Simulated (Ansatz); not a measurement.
# ScAl3N3: the cost of one run

Program: Ansatz 0.2.0. Level of theory: DFT PBE, scalar-relativistic, plane waves, PAW, unless a step names another level. These are calculated values, not measurements.

15 further runs of the same task are left out: 1 that didn't finish, 14 set aside as unsound or not needed.

## Step 1: Plan

Pauling electronegativities: Sc 1.36, Al 1.61, N 3.04 (spread 1.68). No set of common oxidation states balances it. Tabulated atomic sizes suggest about 13 Å³/atom. 42 candidates were drawn, by swapping species into database cells of other compounds, at random by space group and Wyckoff sites, or by hand, as the table says:

| name | made from | space group no. | Wyckoff sites | atoms (primitive cell) | V (Å³/atom) |
| --- | --- | --- | --- | --- | --- |
| c01 | random | 71 | Sc 2c; Al 4j, 2b; N 2a, 4i | 7 | 15.2 |
| c02 | random | 71 | Sc 2c; Al 4h, 2d; N 4j, 2a | 7 | 14.4 |
| c03 | random | 99 | Sc 1a; Al 2c, 1a; N 1b, 1a, 1b | 7 | 14.0 |
| c04 | random | 38 | Sc 2a; Al 2a, 4d; N 4c, 2b | 7 | 13.1 |
| c05 | database cell of Ga3Te3As | 8 | Sc 2a; Al 2a, 2a, 2a; N 2a, 2a, 2a | 7 | 15.7 |
| c06 | random | 38 | Sc 2a; Al 4c, 2a; N 2b, 4c | 7 | 15.5 |
| c07 | random | 183 | Sc 1a; Al 3c; N 3c | 7 | 15.3 |
| c08 | random | 8 | Sc 2a; Al 2a, 4b; N 4b, 2a | 7 | 16.5 |
| c09 | random | 160 | Sc 3a; Al 3a, 3a, 3a; N 9b | 7 | 13.4 |
| c10 | random | 166 | Sc 3b; Al 3a, 6c; N 9e | 7 | 14.8 |
| c11 | random | 221 | Sc 1a; Al 3c; N 3d | 7 | 14.1 |
| c12 | random | 191 | Sc 1a; Al 3f; N 3g | 7 | 14.4 |
| c13 | database cell of Si3P3Rh | 1 | Sc 1a; Al 1a, 1a, 1a; N 1a, 1a, 1a | 7 | 13.4 |
| c14 | random | 187 | Sc 1f; Al 2h, 1e; N 3k | 7 | 16.2 |
| c15 | random | 156 | Sc 1b; Al 1c, 1a, 1c; N 1c, 1b, 1b | 7 | 13.4 |
| c16 | random | 156 | Sc 1a; Al 3d; N 1b, 1a, 1a | 7 | 15.2 |
| c17 | random | 187 | Sc 1a; Al 3k; N 1c, 2i | 7 | 15.6 |
| c18 | random | 123 | Sc 1d; Al 2e, 1a; N 1b, 2h | 7 | 15.1 |
| c19 | random | 191 | Sc 1b; Al 3f; N 2d, 1a | 7 | 16.9 |
| c20 | random | 166 | Sc 3a; Al 6c, 3b; N 9d | 7 | 13.4 |
| c21 | database cell of Ce3GaBr3 | 221 | Sc 1b; Al 3c; N 3d | 7 | 13.9 |
| c22 | random | 107 | Sc 2a; Al 4b, 2a; N 2a, 4b | 7 | 14.4 |
| c23 | random | 119 | Sc 2a; Al 2d, 4f; N 4e, 2c | 7 | 15.6 |
| c24 | database cell of LiCu3O3 | 221 | Sc 1b; Al 3d; N 3c | 7 | 12.0 |
| c25 | database cell of Ca3PCl3 | 221 | Sc 1a; Al 3d; N 3c | 7 | 14.1 |
| c26 | random | 2 | Sc 1a; Al 1b, 1f, 1c; N 1d, 1g, 1e | 7 | 14.5 |
| c27 | random | 123 | Sc 1a; Al 2h, 1b; N 1c, 2e | 7 | 16.2 |
| c28 | random | 44 | Sc 2b; Al 2a, 4c; N 2a, 4c | 7 | 14.2 |
| c29 | database cell of Zn3SbN3 | 8 | Sc 2a; Al 2a, 4b; N 4b, 2a | 7 | 13.3 |
| c30 | database cell of Cd3PI3 | 6 | Sc 1b; Al 1a, 1b, 1b; N 1a, 1b, 1a | 7 | 15.5 |
| c31 | random | 189 | Sc 1a; Al 3g; N 3f | 7 | 15.0 |
| c32 | random | 71 | Sc 2c; Al 4i, 2d; N 4h, 2a | 7 | 14.0 |
| c33 | database cell of Tl3AsSe3 | 160 | Sc 3a; Al 9b; N 9b | 7 | 13.3 |
| c34 | random | 38 | Sc 2a; Al 4c, 2b; N 4c, 2a | 7 | 15.0 |
| c35 | random | 2 | Sc 1e; Al 1c, 2i; N 1b, 1f, 1a | 7 | 15.0 |
| c36 | random | 8 | Sc 2a; Al 4b, 2a; N 4b, 2a | 7 | 13.5 |
| c37 | random | 123 | Sc 1b; Al 2g, 1d; N 2e, 1c | 7 | 15.8 |
| c38 | random | 164 | Sc 1a; Al 3e; N 2d, 1b | 7 | 16.0 |
| c39 | random | 12 | Sc 2c; Al 4e, 2a; N 4f, 2d | 7 | 13.9 |
| c40 | random | 166 | Sc 3a; Al 9d; N 6c, 3b | 7 | 14.5 |
| c41 | random | 156 | Sc 1a; Al 3d; N 1c, 1b, 1a | 7 | 13.1 |
| c42 | database cell of NbZn3Ga3 | 166 | Sc 3a; Al 9d; N 9e | 7 | 13.9 |

## Step 2: Screening run of c29

Input file input.yaml:

```yaml
crystal:
  lattice:
    - [3.29673283, -3.18925869, 0.0]
    - [3.29673283, 3.18925869, 0.0]
    - [-3.1235436, 0.0, 4.4257012]
  atoms:
    - { symbol: Sc, position: [0.06050886, 0.06050886, 0.00241463] }
    - { symbol: Al, position: [0.64265811, 0.64265811, 0.11808447] }
    - { symbol: Al, position: [0.75601405, 0.3148604, 0.51982588] }
    - { symbol: Al, position: [0.3148604, 0.75601405, 0.51982588] }
    - { symbol: "N", position: [0.41103527, 0.94206136, 0.29988337] }
    - { symbol: "N", position: [0.94206136, 0.41103527, 0.29988337] }
    - { symbol: "N", position: [0.698722, 0.698722, 0.81219047] }
basis:
  ecutwfc: 420
kpoints:
  mp_grid: { grid: [4, 4, 4] }
hamiltonian:
  xc: pbe
scf:
  occupations: { method: gaussian, width: 0.2 }
  lower_state_search: "off"
output:
  forces: true
  stress: true
  eigenvalues: true
relax:
  adjacent_minimum: "off"
  f_tol: 0.08
  max_steps: 16
  cell: { stress_tol: 0.8 }
```

The run is started by

```sh
ansatz run input.yaml --threads 1 --pin off --max-ram 2560MiB --backend cpu --events-out ev --progress --plain --runs-dir out
```

Q: Estimate wall time and peak memory on 1 thread of Arm Neoverse V1, shared host.

About 53 s, with a peak of 0.35 GiB.
